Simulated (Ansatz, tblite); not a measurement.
# C48H24S12: a ladder of methods and basis sets

How do method and basis change the picture of C48H24S12 (singlet)?

The runs use Ansatz 0.2.0, Gaussian basis; as each input shows.

Levels to be run: GFN1-xTB, GFN2-xTB, PBE-D4/def2-TZVP, r2SCAN-D4/def2-TZVP, revPBE-D4/def2-TZVP, PBE-D4/def2-SVP, PBE0-D4/def2-SVP, HF/STO-3G, HF/6-31G, B3LYP-D4/6-31G, MP2/def2-SVP.

1 further run of the same task is left out (set aside as unsound or not needed). Runs told in other sessions of the task aren't counted.

## Step 1: The geometry

The geometry is that of the singlet, from an earlier relaxation (PBE-D4/def2-SVP).

SMILES `c1cc2sc1-c1ccc(s1)-c1ccc(s1)-c1ccc(s1)-c1ccc(s1)-c1ccc(s1)-c1ccc(s1)-c1ccc(s1)-c1ccc(s1)-c1ccc(s1)-c1ccc(s1)-c1ccc-2s1`, 84 atoms, charge 0, spin multiplicity 1.

Bond lengths: C1–C2 1.411 Å, C1–C5 1.400 Å, C1–H61 1.098 Å, C2–C3 1.400 Å, C2–H62 1.098 Å, C3–S4 1.752 Å, C3–C59 1.438 Å, S4–C5 1.752 Å, C5–C6 1.438 Å, C6–C7 1.400 Å, C6–S10 1.752 Å, C7–C8 1.411 Å, C7–H63 1.098 Å, C8–C9 1.400 Å, C8–H64 1.098 Å, C9–S10 1.752 Å, C9–C11 1.438 Å, C11–C12 1.400 Å and more. Angles: C2–C1–C5 113.6°, C2–C1–H61 123.8°, C5–C1–H61 122.6°, C1–C2–C3 113.6°, C1–C2–H62 123.8°, C3–C2–H62 122.6°, C2–C3–S4 110.2°, C2–C3–C59 128.6°, S4–C3–C59 121.2°, C3–S4–C5 92.5°, C1–C5–S4 110.2°, C1–C5–C6 128.6°, S4–C5–C6 121.2°, C5–C6–C7 128.6°, C5–C6–S10 121.2°, C7–C6–S10 110.2°, C6–C7–C8 113.6°, C6–C7–H63 122.6° and more.

PBE0-D4/def2-TZVP was run before; its log isn't repeated, and its numbers join the tables.

## Step 2: GFN1-xTB

Tight binding, by tblite at 300 K electronic temperature and without a spin-polarisation term:

```python
tblite.interface.Calculator('GFN1-xTB', numbers, positions, charge=0, uhf=0).singlepoint()
```

Energy -4319.3087 eV, HOMO -9.99 eV, LUMO -8.93 eV; 0.9 s.

## Step 3: GFN2-xTB

Tight binding, by tblite at 300 K electronic temperature and without a spin-polarisation term:

```python
tblite.interface.Calculator('GFN2-xTB', numbers, positions, charge=0, uhf=0).singlepoint()
```

Energy -4188.7024 eV, HOMO -9.32 eV, LUMO -8.27 eV; 0.94 s.

## Step 4: PBE-D4/def2-TZVP

start.molden holds the orbitals of an earlier run on this state, given as this run's starting guess.

The input, in.yaml:

```yaml
crystal:
  periodic: [false, false, false]
  atoms:
    - {symbol: C, position_ang: [-5.745520, 6.616212, -0.861322]}
    - {symbol: C, position_ang: [-6.737108, 5.614478, -0.794167]}
    - {symbol: C, position_ang: [-6.217903, 4.317680, -0.707916]}
    - {symbol: S, position_ang: [-4.466817, 4.366420, -0.715131]}
    - {symbol: C, position_ang: [-4.439496, 6.114202, -0.829169]}
    - {symbol: C, position_ang: [-3.198304, 6.838457, -0.886896]}
    - {symbol: C, position_ang: [-2.997231, 8.214288, -1.046184]}
    - {symbol: C, position_ang: [-1.636499, 8.587114, -1.067497]}
    - {symbol: C, position_ang: [-0.757740, 7.507103, -0.925545]}
    - {symbol: S, position_ang: [-1.658105, 6.013556, -0.760128]}
    - {symbol: C, position_ang: [0.680288, 7.517709, -0.906692]}
    - {symbol: C, position_ang: [1.546718, 8.608967, -1.038185]}
    - {symbol: C, position_ang: [2.911642, 8.257048, -0.973708]}
    - {symbol: C, position_ang: [3.128413, 6.886547, -0.790500]}
    - {symbol: S, position_ang: [1.597547, 6.039868, -0.698899]}
    - {symbol: C, position_ang: [4.377720, 6.182910, -0.678809]}
    - {symbol: C, position_ang: [5.677249, 6.702159, -0.700326]}
    - {symbol: C, position_ang: [6.680268, 5.719174, -0.563163]}
    - {symbol: C, position_ang: [6.176726, 4.419851, -0.432558]}
    - {symbol: S, position_ang: [4.425878, 4.442563, -0.485150]}
    - {symbol: C, position_ang: [6.902015, 3.188040, -0.274518]}
    - {symbol: C, position_ang: [8.286346, 2.991538, -0.212339]}
    - {symbol: C, position_ang: [8.657900, 1.640086, -0.048946]}
    - {symbol: C, position_ang: [7.568411, 0.764185, 0.018661]}
    - {symbol: S, position_ang: [6.067236, 1.654851, -0.129017]}
    - {symbol: C, position_ang: [7.574477, -0.663964, 0.188203]}
    - {symbol: C, position_ang: [8.671645, -1.528613, 0.273912]}
    - {symbol: C, position_ang: [8.311727, -2.881205, 0.453310]}
    - {symbol: C, position_ang: [6.928944, -3.089931, 0.509365]}
    - {symbol: S, position_ang: [6.080687, -1.567369, 0.333572]}
    - {symbol: C, position_ang: [6.214548, -4.324587, 0.693321]}
    - {symbol: C, position_ang: [6.729949, -5.614734, 0.862552]}
    - {symbol: C, position_ang: [5.735857, -6.602475, 1.028394]}
    - {symbol: C, position_ang: [4.431780, -6.096043, 0.990573]}
    - {symbol: S, position_ang: [4.464009, -4.361605, 0.747182]}
    - {symbol: C, position_ang: [3.188727, -6.807535, 1.121592]}
    - {symbol: C, position_ang: [2.983754, -8.161815, 1.408750]}
    - {symbol: C, position_ang: [1.622041, -8.529339, 1.454067]}
    - {symbol: C, position_ang: [0.746687, -7.466470, 1.203637]}
    - {symbol: S, position_ang: [1.651202, -5.995536, 0.908972]}
    - {symbol: C, position_ang: [-0.690847, -7.479581, 1.157704]}
    - {symbol: C, position_ang: [-1.561830, -8.553139, 1.375675]}
    - {symbol: C, position_ang: [-2.924141, -8.212175, 1.235927]}
    - {symbol: C, position_ang: [-3.133689, -6.868246, 0.906917]}
    - {symbol: S, position_ang: [-1.599850, -6.033234, 0.770172]}
    - {symbol: C, position_ang: [-4.377664, -6.181561, 0.683982]}
    - {symbol: C, position_ang: [-5.671338, -6.712390, 0.629514]}
    - {symbol: C, position_ang: [-6.669431, -5.743288, 0.391906]}
    - {symbol: C, position_ang: [-6.167217, -4.444026, 0.257084]}
    - {symbol: S, position_ang: [-4.424424, -4.448553, 0.433337]}
    - {symbol: C, position_ang: [-6.888748, -3.222339, 0.020866]}
    - {symbol: C, position_ang: [-8.260601, -3.044481, -0.191039]}
    - {symbol: C, position_ang: [-8.632684, -1.695971, -0.377981]}
    - {symbol: C, position_ang: [-7.556012, -0.804366, -0.313609]}
    - {symbol: S, position_ang: [-6.066850, -1.675788, -0.011446]}
    - {symbol: C, position_ang: [-7.566793, 0.627969, -0.443850]}
    - {symbol: C, position_ang: [-8.666267, 1.487057, -0.550407]}
    - {symbol: C, position_ang: [-8.310488, 2.848831, -0.653306]}
    - {symbol: C, position_ang: [-6.928767, 3.069915, -0.627660]}
    - {symbol: S, position_ang: [-6.075943, 1.547038, -0.479067]}
    - {symbol: H, position_ang: [-5.965493, 7.689924, -0.927996]}
    - {symbol: H, position_ang: [-7.815520, 5.820969, -0.803521]}
    - {symbol: H, position_ang: [-3.827204, 8.925614, -1.150186]}
    - {symbol: H, position_ang: [-1.288497, 9.621757, -1.186040]}
    - {symbol: H, position_ang: [1.186998, 9.636684, -1.179813]}
    - {symbol: H, position_ang: [3.733504, 8.980040, -1.060232]}
    - {symbol: H, position_ang: [5.884421, 7.774747, -0.811277]}
    - {symbol: H, position_ang: [7.755687, 5.940790, -0.556675]}
    - {symbol: H, position_ang: [9.005353, 3.818492, -0.281914]}
    - {symbol: H, position_ang: [9.698392, 1.297403, 0.026021]}
    - {symbol: H, position_ang: [9.709488, -1.176651, 0.205338]}
    - {symbol: H, position_ang: [9.038122, -3.699749, 0.542814]}
    - {symbol: H, position_ang: [7.807355, -5.826543, 0.862845]}
    - {symbol: H, position_ang: [5.952288, -7.670052, 1.166717]}
    - {symbol: H, position_ang: [3.811623, -8.861338, 1.584830]}
    - {symbol: H, position_ang: [1.271077, -9.548620, 1.662800]}
    - {symbol: H, position_ang: [-1.207547, -9.559876, 1.633846]}
    - {symbol: H, position_ang: [-3.749579, -8.922220, 1.378194]}
    - {symbol: H, position_ang: [-5.877026, -7.783793, 0.754060]}
    - {symbol: H, position_ang: [-7.740571, -5.974127, 0.320723]}
    - {symbol: H, position_ang: [-8.969698, -3.882571, -0.213831]}
    - {symbol: H, position_ang: [-9.663272, -1.366689, -0.565623]}
    - {symbol: H, position_ang: [-9.702874, 1.125003, -0.542130]}
    - {symbol: H, position_ang: [-9.039101, 3.665374, -0.742956]}
basis:
  gaussian: {orbitals: def2-TZVP, fitting: {mean_field: def2-universal-jkfit}, initial_orbitals: start.molden}
hamiltonian: {xc: pbe, dispersion: d4}
scf: {omitted_lower_state_checks: [starts]}
output: {orbitals: {seedname: orbitals}}
```

Started as:

```bash
> ansatz run in.yaml --threads 11 --pin off --events-out ev --progress --plain --max-ram 174080MiB --backend cuda --devices 0, --max-vram 75GiB
```

After this run come: r2SCAN-D4/def2-TZVP; revPBE-D4/def2-TZVP; PBE-D4/def2-SVP; PBE0-D4/def2-SVP; HF/STO-3G; HF/6-31G; B3LYP-D4/6-31G; MP2/def2-SVP.

Q: Predict the results of all the runs planned. Wanted: gap in def2-TZVP, named functionals, smallest and largest; correlation energy, MP2/def2-SVP; binding an atom, functionals in def2-TZVP; PBE0 total energy, smallest basis above largest.

As calculated:

| quantity | value |
| --- | --- |
| gap in def2-TZVP, named functionals, smallest and largest | 0.91 eV (PBE-D4), 1.99 eV (PBE0-D4) |
| correlation energy, MP2/def2-SVP | -214.43 eV |
| binding an atom, functionals in def2-TZVP | 5.32 (r2SCAN-D4) to 5.54 eV (PBE-D4) |
| PBE0 total energy, smallest basis above largest | 97.31 eV (def2-SVP, def2-TZVP) |

**Reading.** Over the named functionals in def2-TZVP the gap runs from 0.91 eV (PBE-D4) to 1.99 eV (PBE0-D4); exact exchange widens it.
